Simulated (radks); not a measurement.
# P in [Ne] 3s2 3p1 4f2: an all-electron calculation

One table from this session's results is given with a row withheld; the runs are named, their logs left out.

Program: radks (a radial shooting solver on a logarithmic mesh, Libxc functionals) version 1. Level of theory: non-relativistic Kohn-Sham, RPBE, spin-polarised, spherical densities, point nucleus; open shells are filled with parallel spins first. These are calculated values, not measurements, unless marked.

**Starting point**

* element: phosphorus (Z = 15)
* charge: 0
* electrons: 15
* configuration: [Ne] 3s2 3p1 4f2

Outer shells as boxes (Hund's rule):

P
```
[Ne] core
3s [↑↓]
3p [↑ ][  ][  ]
4f [↑ ][↑ ][  ][  ][  ][  ][  ]
```

The first run:

Settings of this run:

```text
Z 15
configuration [Ne] 3s2 3p1 4f2
relativity non-relativistic
functional rpbe,pbe
spin polarised
nucleus point
```

The run is started by

```sh
python run_ks.py task.json out
```

The same process makes all the runs of this session.

One of the session's tables, all rows but one given; the rest of the session is left out.

It belongs to the step «Shells». From the orbitals of this run (lengths in bohr):

| level | <r> | outermost maximum (interpolated) | 90 % within | nodes |
| --- | --- | --- | --- | --- |
| 1s up | 0.1039 | 0.0680 | 0.186 | 0 |
| 1s down | 0.1039 | 0.0680 | 0.186 | 0 |
| 2s up | 0.5205 | 0.420 | 0.817 | 1 |
| 2s down | 0.5204 | 0.420 | 0.817 | 1 |
| 2p up | ? | ? | ? | ? |
| 2p down | 0.4844 | 0.355 | 0.809 | 0 |
| 3s up | 1.750 | 1.53 | 2.60 | 2 |
| 3s down | 1.754 | 1.52 | 2.62 | 2 |
| 3p up | 1.969 | 1.68 | 2.98 | 1 |
| 3p down | 1.997 | 1.68 | 3.05 | 1 |
| 4f up | 10.22 | 9.45 | 14.7 | 0 |

**Question.** Estimate the row for 2p up.

The run gave: <r>: 0.4845; outermost maximum (interpolated): 0.355; 90 % within: 0.809; nodes: 0. In the column «<r>» it lies between 2p down (0.4844) and 2s down (0.5204).
